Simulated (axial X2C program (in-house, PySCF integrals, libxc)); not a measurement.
**TeSn⁺: EOM-EA-CCSD levels**

Wanted for TeSn⁺: EOM-EA-CCSD levels, at the two-component level.

Method: two-component X2C with atomic mean-field terms, Te dyall-acv3z, Sn dyall-acv3z; program: an in-house X2C program for linear molecules on PySCF integrals.

All values are calculated.

## Step 1: Set-up

Input file task.json:

```json
{"zs": [52, 50], "q": 1, "bas": ["dyall-acv3z", "dyall-acv3z"], "r0": 2.58, "eom": "ea", "thr": -1.0, "nmax": 92, "grid": [1, 0.96, 1.045, 0.92, 1.09, 1.15]}
```

Keys: zs atomic numbers; q charge; bas basis sets; r0 starting distance in Å; eom kind of EOM run; thr threshold in hartree for freezing inner shells (an s shell follows its p shell); nmax most natural virtual spinors; grid distances as factors.

The run is started by

```
$ python soeom.py task.json out
```

After this run come: EOM-EA-CCSD at 2.690 Å.

**Question.** What will these runs give? Wanted: next root led by one particle; T1 of the reference; lowest state, Re and ωe.

**Answer**, as computed:

| quantity | value |
| --- | --- |
| lowest root at 2.690 Å | Ω = 3/2, 14.013 eV |
| next root led by one particle | Ω = 1/2, about 16410 cm⁻¹ higher |
| T1 of the reference | 0.010 |
| lowest state, Re and ωe | 2.702 Å, 213.4 cm⁻¹ |

The added electron is bound by 14.01 eV in a spinor of 70% Te pπ, 18% Sn pπ. Errors of 0.1 to 0.3 eV are usual at this size, and roots led by higher excitations are left out, so the list is incomplete, and low states of that kind can be missing. T1 or the largest double amplitude of the reference is raised, which lowers the reliability.
